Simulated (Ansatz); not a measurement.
**BCl2HO: ladder of methods at one geometry**

How do the methods compare on BCl2HO, in result and in cost? Wanted for BCl2HO: a ladder of methods at one geometry. SMILES: OB(Cl)Cl.

Program: Ansatz 0.2.0 through its Python package. The levels of theory stand in the script. These are calculated values, not measurements.

**1. Starting point**

Bond lengths: O1–B2 1.475 Å, B2–Cl3 1.835 Å, B2–Cl4 1.797 Å, O1–H5 1.027 Å. Angles: O1–B2–Cl3 119.3°, O1–B2–Cl4 119.9°, Cl3–B2–Cl4 120.8°, B2–O1–H5 101.2°.

The script reads bcl2ho.xyz:

```xyz
5

O     1.06920    0.57990   -0.07490
B    -0.10970   -0.30640   -0.08930
Cl   -0.38610   -1.45440    1.31470
Cl   -1.19490   -0.32840   -1.52150
H     0.67140    1.43560    0.32960
```

**2. Script**

The input, methods_bcl2ho.py:

```python
"""BCl2HO at several levels of theory."""

from dataclasses import dataclass
import warnings

import ansatz as az


@dataclass(frozen=True)
class Settings:
    basis_set: str = "cc-pVDZ"


settings = Settings()


def main() -> None:
    warnings.simplefilter("ignore", az.DeckWarning)

    mol = az.Crystal.molecule_from_extxyz("bcl2ho.xyz")

    setup = mol.calculation().basis(gaussian=settings.basis_set)

    methods = ["mp2", "ccsd", "ccsd_t"]
    reports = [setup.correlation(m).run().report for m in methods]
    print(f"Hartree-Fock reference {reports[0]['reference_energy_ev'] / 27.211386246:.6f} Ha")
    best = reports[-1]["free_energy_ev"] - reports[-1]["reference_energy_ev"]
    for method, each in zip(methods, reports):
        gained = each["free_energy_ev"] - each["reference_energy_ev"]
        print(f"{method:8s} total {each['free_energy_ev'] / 27.211386246:.6f} Ha  correlation {gained:9.4f} eV  ({100 * gained / best:.1f} % of the last)")


if __name__ == "__main__":
    main()
```

**3. The calls as engine input**

The engine receives this input (first run):

```yaml
crystal:
  periodic: [false, false, false]
  atoms:
    - { symbol: O, position_ang: [1.0692, 0.5799, -0.0749] }
    - { symbol: B, position_ang: [-0.1097, -0.3064, -0.0893] }
    - { symbol: Cl, position_ang: [-0.3861, -1.4544, 1.3147] }
    - { symbol: Cl, position_ang: [-1.1949, -0.3284, -1.5215] }
    - { symbol: H, position_ang: [0.6714, 1.4356, 0.3296] }
basis:
  gaussian:
    orbitals: cc-pVDZ
correlation:
  method: mp2
```

**4. Launch**

Command:

```bash
$ python methods_bcl2ho.py
```

Output:

```text
Hartree-Fock reference -1019.254359 Ha
mp2      total -1019.796951 Ha  correlation  -14.7647 eV  (92.5 % of the last)
ccsd     total -1019.825632 Ha  correlation  -15.5451 eV  (97.4 % of the last)
ccsd_t   total -1019.840739 Ha  correlation  -15.9562 eV  (100.0 % of the last)
```

It took 5.1 s on 1 thread of Arm Neoverse V1, shared host; peak memory 0.22 GiB.

**5. Inputs of later runs**

The engine's inputs for the other runs:

Run 2, against run 1:

```diff
@@ -13 +13 @@
-  method: mp2
+  method: ccsd
```

Run 3, against run 1:

```diff
@@ -13 +13 @@
-  method: mp2
+  method: ccsd_t
```

**6. The engine's runs**

One row for each of the 3 runs:

```
run  method  energy (eV)  iterations in all  CPU time (s)
  1     mp2  -27750.0887                 14           0.7
  2    ccsd  -27750.8692                 21           1.7
  3  ccsd_t  -27751.2803                 21           2.2
```

Correlation energies (total less mean field):

```csv
method,correlation (eV),share of the last,miss against the last (eV),CPU time (s)
mp2,-14.765,92.5 %,+1.192,0.7
ccsd,-15.545,97.4 %,+0.411,1.7
ccsd_t,-15.956,100.0 %,+0.000,2.2
```

**7. Summary of results**

| quantity | value |
| --- | --- |
| runs compared | 3 |
| correlation energy, last run | -15.956 eV |

In words: mp2 catches 93 % of the correlation energy of ccsd_t. Reading the output:
- The geometry is a force-field or estimated start, not a minimum of this method, and the basis set is short of its limit. A lower total doesn't mark the better method: functionals have no common bound, and MP2 and coupled cluster aren't variational.
- Inner cores stay frozen, so this is valence correlation.
- For Al to Cl the sets with a tight d function, cc-pV(X+d)Z, are usual.
